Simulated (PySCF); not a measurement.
# CH4F3PSi: the cost of one run

Computed with PySCF 2.14.0, with density-fitted response routines of our own, on a single molecule in the gas phase. Atoms count from 0, in the outputs and in this text.

### Step 1. Starting geometry

10 atoms, charge 0, multiplicity 1; geometry from: GFN2-xTB. The atoms were then displaced at random by about 0.01 Å, so the start is not that level's minimum.

Bonds of the start (Å): F0–C1 1.36, C1–F2 1.36, C1–F3 1.35, C1–Si4 1.95, Si4–P5 2.21, Si4–H6 1.48, Si4–H7 1.46, P5–H8 1.41, P5–H9 1.39.

### Step 2. Relaxing the molecule at PBE0-D3(BJ)/def2-SVP

Job settings and geometry (Å):

```
{"job": {"xc": "PBE0", "basis": "def2-SVP", "d3": "d3bj", "grid": 1, "shake": 0.01, "kind": "geom"}, "charge": 0, "multiplicity": 1}
F     -1.496510    -0.935320     1.236030
C     -1.385310    -0.324980     0.023030
F     -2.541750     0.354070    -0.201540
F     -1.323230    -1.320200    -0.880130
Si     0.205030     0.796450    -0.072540
P      1.799730    -0.640740    -0.612100
H      0.201190     1.489330     1.231710
H     -0.038450     1.743370    -1.159870
H      1.778100    -1.344240     0.608410
H      2.851630     0.161340    -0.194050
```

The run is started by

```
OMP_NUM_THREADS=1 python probes_run.py task.json out
```

This one command runs all jobs of the session in turn.

**Question.** How long does this first job take on 1 thread of Arm Neoverse V1, shared host, and how much memory does it need?

About 50 s, with a peak of 0.45 GiB.
